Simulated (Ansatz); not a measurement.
Write the native input for Ansatz 0.2.0 that does the following.

* Task: band structure
* Functional: r2SCAN
* Potentials or basis: Ansatz PAW
* Cutoff: 500 eV (not typed: the program's choice for these potentials)
* k mesh: 10 × 10 × 10
* Occupations: fermi-dirac, width 0.05 eV
* Spin: non-collinear spin, ferromagnetic start, spin-orbit coupling
* Starting moments: [[0.0, 0.0, 1.0], [0.0, 0.0, 1.0], [0.0, 0.0, 0.0], [0.0, 0.0, 0.6], [0.0, 0.0, 0.0]] μB
* Path: [["G", "X", "Y", "S", "G", "Z", "S1", "N", "P", "Y1", "Z"], ["X", "P"]]
* Points for each segment of the path: 14

NiMoIrPdW:

```
Ni Mo Pd Ir W
1.0
    -1.37004    1.37004    9.71647
     1.37004   -1.37004    9.71647
     1.37004    1.37004   -9.71647
Ni Mo Pd Ir W
1 1 1 1 1
Cartesian
  0.0000 0.0000 3.8598
  0.0000 0.0000 11.8389
  0.0000 0.0000 15.4123
  0.0000 0.0000 7.7623
  0.0000 0.0000 19.3484
```

The cell was built by a generator and needn't be a form met in nature.

One way to write it, as run:

input.yaml

```yaml
crystal:
  lattice:
    - [-1.37004, 1.37004, 9.71647]
    - [1.37004, -1.37004, 9.71647]
    - [1.37004, 1.37004, -9.71647]
  atoms:
    - { symbol: Ni, position: [0.19862, 0.19862, 0.0], spin: 1.0, spin_axis: [0.0, 0.0, 1.0] }
    - { symbol: Mo, position: [0.60922, 0.60922, 0.0], spin: 1.0, spin_axis: [0.0, 0.0, 1.0] }
    - { symbol: Pd, position: [0.7931, 0.7931, 0.0] }
    - { symbol: Ir, position: [0.39944, 0.39944, 0.0], spin: 0.6, spin_axis: [0.0, 0.0, 0.6] }
    - { symbol: W, position: [0.99565, 0.99565, 0.0] }
hamiltonian:
  xc: r2scan
  pseudopotentials: { kind: paw_fr }
magnetization:
  noncollinear: true
  spin_orbit: true
kpoints:
  mp_grid: { grid: [10, 10, 10] }
  band_path:
    path:
      - [[0.0, 0.0, 0.0], [-0.5, 0.5, 0.0], [-0.5, 0.5, -0.0099407573], [-0.2549703786, 0.2549703786, -0.2549703786], [0.0, 0.0, 0.0], [0.5, 0.5, -0.5], [0.2549703786, 0.7450296214, -0.7450296214], [0.0, 0.5, -0.5], [-0.25, 0.75, -0.25], [0.0099407573, 0.9900592427, -0.5], [0.5, 0.5, -0.5]]
      - [[-0.5, 0.5, 0.0], [-0.25, 0.75, -0.25]]
    npoints: 14
scf:
  occupations: { method: fermi_dirac, width: 0.05 }
  n_extra_bands: 12
output:
  forces: true
  stress: true
  eigenvalues: true
  fatbands: true
  write_density: true
  write_potential: true
  elf: true
  volumetric_format: npy
```

Potentials or basis: Ansatz PAW.

Run with:

```sh
$ ansatz run input.yaml --threads 8 --pin off --max-ram 20480MiB --backend cpu --events-out ev --progress --plain --runs-dir out
```

Results of the run:

```yaml
Pressure: -5.4 GPa
Largest_force: 0.207 eV/Å
Band_gap_on_the_k_mesh: none (metal or under the smearing width)
Net_moment: 0.00 μB per cell
Absolute_moment: 0.00 μB per cell
```

Caveat: the magnetic or orbital state may not be the lowest; the PAW data sets come from PBE, with cores solved anew for the run's functional, which leaves a small shift of forces and pressure; the starting moments weren't kept.

Run time: 5.2 min on 8 threads of Arm Neoverse V2, on a shared host, peak memory 3.2 GiB.
